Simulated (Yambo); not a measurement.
An input for Yambo 5.3.0 (Ti):

optics5.in

```
optics
chi
DipApproach= "Covariant"
Chimod= "IP"
% BndsRnXd
 1 | 32 |
%
% LongDrXd
 0 | 0 | 1 |
%
% QpntsRXd
 1 | 1 |
%
% EnRngeXd
 0 | 10 | eV
%
% DmRngeXd
 0.3 | 0.3 | eV
%
ETStpsXd= 300
```

scf.in

```
&CONTROL
  calculation = 'scf'
  prefix = 'pwscf'
  outdir = './tmp'
  pseudo_dir = './pseudo'
/
&SYSTEM
  ibrav = 0
  nat = 2
  ntyp = 1
  ecutwfc = 84
  nbnd = 19
  occupations = 'smearing'
  smearing = 'fd'
  degauss = 0.00367493
  force_symmorphic = .true.
/
&ELECTRONS
  conv_thr = 4d-10
  electron_maxstep = 120
  mixing_beta = 0.5
/
ATOMIC_SPECIES
Ti    47.8670 Ti.upf
CELL_PARAMETERS angstrom
   2.9500000000    0.0000000000    0.0000000000
  -1.4750000000    2.5547749412    0.0000000000
   0.0000000000    0.0000000000    4.6800000000
ATOMIC_POSITIONS crystal
Ti     0.6666666667    0.3333333333    0.7500000000
Ti     0.3333333333    0.6666666667    0.2500000000
K_POINTS automatic
12 12 6 0 0 0
```

The input nscf.in:

```
&CONTROL
  calculation = 'nscf'
  prefix = 'pwscf'
  outdir = './tmp'
  pseudo_dir = './pseudo'
/
&SYSTEM
  ibrav = 0
  nat = 2
  ntyp = 1
  ecutwfc = 84
  nbnd = 32
  occupations = 'smearing'
  smearing = 'fd'
  degauss = 0.00367493
  force_symmorphic = .true.
/
&ELECTRONS
  conv_thr = 1d-08
  diago_full_acc = .true.
  diago_thr_init = 1d-06
/
ATOMIC_SPECIES
Ti    47.8670 Ti.upf
CELL_PARAMETERS angstrom
   2.9500000000    0.0000000000    0.0000000000
  -1.4750000000    2.5547749412    0.0000000000
   0.0000000000    0.0000000000    4.6800000000
ATOMIC_POSITIONS crystal
Ti     0.6666666667    0.3333333333    0.7500000000
Ti     0.3333333333    0.6666666667    0.2500000000
K_POINTS automatic
9 9 6 0 0 0
```

Potentials or basis: PseudoDojo 0.4.1 SR PBEsol standard.

Run with:

```bash
$ OMP_NUM_THREADS=1 pw.x -in scf.in > scf.out
$ OMP_NUM_THREADS=1 pw.x -in nscf.in > nscf.out
$ cd tmp/pwscf.save; p2y; mv SAVE ../..; cd ../..
$ OMP_NUM_THREADS=1 yambo
$ OMP_NUM_THREADS=1 yambo -F optics5.in -J optics5 -C optics5_out
```

Q: Does this run start?

A: The run stopped without a result. It printed:

Yambo's report:

```text
[... sections 02.01 to 02.04 as in the set-up run ...]

  [02.05] Energies & Occupations
  ==============================

  [X] === General ===
  [X] Electronic Temperature                        :  0.258606E-1   300.100    [eV K]
  [X] Bosonic    Temperature                        :  0.258606E-1   300.100    [eV K]
  [X] Finite Temperature mode                       : yes
  [X] El. density                                   :  0.68044E+24 [cm-3]
[... 79 lines left out ...]

  [04.01] Setup: observables and procedures
  =========================================

   Smallest q vectors (crystal coordinates) :
        0.111111      0.111111      0.166667
   Smallest g0 vector in each direction: positive:   9   7   3
                                         negative:   4   6   2
   Lenght of G vectors in each direction:     1.30145259    1.30145259    0.71045267

  [ERROR] STOP signal received while in[04.01] Setup: observables and procedures

  [ERROR] Covariant dipoles not implemented for metals
```

Among its messages:

```text
[X] Metallic system
```
